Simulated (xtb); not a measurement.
# SiH3O2 (SMILES O[SiH]O) at GFN2-xTB

What is the electronic atomisation energy of SiH3O2 at GFN2-xTB? 

Program for the calculation: xtb 6.7.1.

6 further runs of the same task are left out: 6 set aside as unsound or not needed.

**1. Starting point**

SiH3O2 has 6 atoms, charge 0, and is taken as a doublet. SMILES: `O[SiH]O`. The coordinates come from a PBE0-D4/def2-TZVP relaxation. This is one conformer, not always the lowest.

Bond lengths: O1–Si2 1.652 Å, Si2–O3 1.641 Å, O1–H4 0.958 Å, Si2–H5 1.496 Å, O3–H6 0.959 Å. Angles: O1–Si2–O3 107.5°, O1–Si2–H5 112.0°, O3–Si2–H5 104.2°, Si2–O1–H4 117.1°, Si2–O3–H6 117.2°.

**2. Energy and forces at GFN2-xTB**

coord

```
$coord
     -2.241593129031     -0.837904563659     -0.382669540237  o
      0.678222706128      0.157414186181     -0.863793811566  si
      2.023896679474      0.481880161780      1.910324139384  o
     -3.071371870354     -1.661069263546     -1.766327008688  h
      0.744174147878      2.757677333666     -1.972496128884  h
      1.866482493293     -0.897997854422      3.074962349991  h
$end
```

Started as:

```
$ xtb coord --grad --chrg 0 -u 1 --json > coord.out 2> xtb.err
```

What it wrote:

```text
* xtb version 6.7.1
[...]
          :  # basis functions                  21          :
[...]
          :  # electrons                        19          :
[...]
          :  Hamiltonian                  GFN2-xTB          :
[...]
          :  net charge                          0          :
          :  unpaired electrons                  1          :
[...]
   *** convergence criteria satisfied after 11 iterations ***
[...]
         ::                     SUMMARY                     ::
         :::::::::::::::::::::::::::::::::::::::::::::::::::::
         :: total energy             -11.413306426754 Eh    ::
         :: gradient norm              0.025243034977 Eh/a0 ::
         :: HOMO-LUMO gap              3.750308018290 eV    ::
         ::.................................................::
         :: SCC energy               -11.476636142559 Eh    ::
         :: -> isotropic ES            0.057968018003 Eh    ::
         :: -> anisotropic ES         -0.002189919057 Eh    ::
         :: -> anisotropic XC          0.000352187588 Eh    ::
         :: -> dispersion             -0.002239892147 Eh    ::
         :: repulsion energy           0.063329715806 Eh    ::
         :: add. restraining           0.000000000000 Eh    ::
         :: total charge              -0.000000000000 e     ::
         :::::::::::::::::::::::::::::::::::::::::::::::::::::
[...]
        10        1.0000           -0.2729075              -7.4262 (HOMO)
        11                         -0.1350862              -3.6759 (LUMO)
[...]
     #   Z          covCN         q      C6AA      α(0)
     1   8 o        1.574    -0.487    22.656     6.423
     2  14 si       2.456     0.454   177.913    29.161
     3   8 o        1.575    -0.483    22.582     6.412
     4   1 h        0.810     0.285     0.767     1.376
     5   1 h        0.908    -0.064     4.464     3.305
     6   1 h        0.811     0.295     0.734     1.345
[...]
molecular dipole:
                 x           y           z       tot (Debye)
 q only:        0.049      -0.669      -0.597
   full:       -0.296      -0.653      -0.319       1.995
molecular quadrupole (traceless):
[...]
          | TOTAL ENERGY              -11.413306426754 Eh   |
          | GRADIENT NORM               0.025243034977 Eh/α |
          | HOMO-LUMO GAP               3.750308018290 eV   |
           -------------------------------------------------
[...]
```

Standard error:

```text
normal termination of xtb
```

Wall time 0.031 s (1 thread of Intel Xeon 6975P-C (Granite Rapids), shared host).

**3. The H atom: a single-point energy at GFN2-xTB**

input.inp

```
$chrg 0
$spin 1
$end
```

input.xyz

```xyz
1

H      0.00000000     0.00000000     0.00000000
```

Started as:

```
$ xtb input.xyz --input input.inp --json -P 1 > xtb.out 2> xtb.err
```

What it wrote:

```text
* xtb version 6.7.1
[...]
          :  # basis functions                   1          :
[...]
          :  # electrons                         1          :
[...]
          :  Hamiltonian                  GFN2-xTB          :
[...]
          :  net charge                          0          :
          :  unpaired electrons                  1          :
[...]
   *** convergence criteria satisfied after 3 iterations ***
[...]
         ::                     SUMMARY                     ::
         :::::::::::::::::::::::::::::::::::::::::::::::::::::
         :: total energy              -0.393482763936 Eh    ::
         :: gradient norm              0.000000000000 Eh/a0 ::
         :: HOMO-LUMO gap              0.000000000000 eV    ::
         ::.................................................::
         :: SCC energy                -0.393482763936 Eh    ::
         :: -> isotropic ES            0.000000000000 Eh    ::
         :: -> anisotropic ES          0.000000000000 Eh    ::
         :: -> anisotropic XC          0.000000000000 Eh    ::
         :: -> dispersion              0.000000000000 Eh    ::
         :: repulsion energy           0.000000000000 Eh    ::
         :: add. restraining           0.000000000000 Eh    ::
         :: total charge               0.000000000000 e     ::
         :::::::::::::::::::::::::::::::::::::::::::::::::::::
[...]
         1        1.0000           -0.3934828             -10.7072 (HOMO)
      -------------------------------------------------------------
[...]
     #   Z          covCN         q      C6AA      α(0)
     1   1 H        0.000     0.000     7.620     5.048
 Mol. C6AA /au·bohr⁶  :          7.620475
 Mol. C8AA /au·bohr⁸  :         92.118965
 Mol. α(0) /au        :          5.047619
[...]
molecular dipole:
                 x           y           z       tot (Debye)
 q only:        0.000       0.000       0.000
   full:        0.000       0.000       0.000       0.000
molecular quadrupole (traceless):
[...]
          | TOTAL ENERGY               -0.393482763936 Eh   |
          | GRADIENT NORM               0.000000000000 Eh/α |
          | HOMO-LUMO GAP              10.707211000000 eV   |
           -------------------------------------------------
[...]
```

Standard error:

```text
normal termination of xtb
```

Wall time 0.026 s (1 thread of Intel Xeon 6975P-C (Granite Rapids), shared host).

**4. The O atom: a single-point energy at GFN2-xTB**

geom.xyz

```xyz
1

O      0.000000     0.000000     0.000000
```

Run the same way, it converges to -3.76761 Eh (log not shown).

**5. The Si atom: a single-point energy at GFN2-xTB**

xtb.inp

```
$chrg 0
$spin 2
$end
```

coord

```
$coord
      0.000000000000      0.000000000000      0.000000000000  si
$end
```

Started as:

```
$ xtb --gfn 2 --input xtb.inp --sp -- coord > run.log 2> xtb.err
```

What it wrote:

```text
* xtb version 6.7.1
[...]
          :  # basis functions                  10          :
[...]
          :  # electrons                         4          :
[...]
          :  Hamiltonian                  GFN2-xTB          :
[...]
          :  net charge                          0          :
          :  unpaired electrons                  2          :
[...]
   *** convergence criteria satisfied after 39 iterations ***
[...]
         ::                     SUMMARY                     ::
         :::::::::::::::::::::::::::::::::::::::::::::::::::::
         :: total energy              -1.569609938455 Eh    ::
         :: gradient norm              0.000000000000 Eh/a0 ::
         :: HOMO-LUMO gap              0.000000000414 eV    ::
         ::.................................................::
         :: SCC energy                -1.569609938455 Eh    ::
         :: -> isotropic ES           -0.004033935417 Eh    ::
         :: -> anisotropic ES          0.000000000000 Eh    ::
         :: -> anisotropic XC         -0.000000000000 Eh    ::
         :: -> dispersion              0.000000000000 Eh    ::
         :: repulsion energy           0.000000000000 Eh    ::
         :: add. restraining           0.000000000000 Eh    ::
         :: total charge               0.000000000000 e     ::
         :::::::::::::::::::::::::::::::::::::::::::::::::::::
[...]
         3        0.6667           -0.1778939              -4.8407 (HOMO)
         4        0.6667           -0.1778939              -4.8407 (LUMO)
[...]
     #   Z          covCN         q      C6AA      α(0)
     1  14 si       0.000     0.000   321.225    38.936
 Mol. C6AA /au·bohr⁶  :        321.225427
 Mol. C8AA /au·bohr⁸  :      22976.177107
 Mol. α(0) /au        :         38.935512
[...]
molecular dipole:
                 x           y           z       tot (Debye)
 q only:        0.000       0.000       0.000
   full:       -0.000       0.000       0.000       0.000
molecular quadrupole (traceless):
[...]
          | TOTAL ENERGY               -1.569609938455 Eh   |
          | GRADIENT NORM               0.000000000000 Eh/α |
          | HOMO-LUMO GAP               0.000000000414 eV   |
           -------------------------------------------------
[...]
```

Standard error:

```text
normal termination of xtb
```

Wall time 0.025 s (1 thread of Intel Xeon 6975P-C (Granite Rapids), shared host).

**6. Results**

At GFN2-xTB:

| quantity | value |
| --- | --- |
| molecule: total energy | -11.41331 Eh |
| molecule: dipole moment | 2.00 D |
| molecule: HOMO energy (partly filled) | -7.43 eV |
| molecule: LUMO energy | -3.68 eV |
| molecule: dispersion energy | -5.88 kJ/mol |
| molecule: largest force on an atom | 0.763 eV/Å |
| molecule: mean polarisability (D4 model) | 48.0 bohr³ |
| H atom: total energy | -0.39348 Eh |
| H atom: dipole moment | 0.00 D |
| H atom: HOMO energy (partly filled) | -10.71 eV |
| H atom: mean polarisability (D4 model) | 5.0 bohr³ |
| O atom: total energy | -3.76761 Eh |
| O atom: dipole moment | 0.00 D |
| O atom: HOMO energy (partly filled) | -15.50 eV |
| O atom: mean polarisability (D4 model) | 5.2 bohr³ |
| Si atom: total energy | -1.56961 Eh |
| Si atom: dipole moment | 0.00 D |
| Si atom: HOMO energy (partly filled) | -4.84 eV |
| Si atom: LUMO energy | -4.84 eV |
| Si atom: mean polarisability (D4 model) | 38.9 bohr³ |
| electronic atomisation energy | 30.695 eV |

**Reading.** The method runs without spin polarisation, so open shells lack the exchange term that lowers high spin: such energies come out too high. The largest force (molecule) is 0.76 eV/Å: the shape isn't a stationary point for this species at this level. Taking the molecule apart into free atoms costs 30.70 eV (2962 kJ/mol), before zero-point energy and without spin-orbit coupling. Tight-binding and semi-empirical models aren't fitted to free atoms, so this value can be far from the true one. Mulliken charges (molecule) run from -0.49 on O1 to +0.45 on Si2.
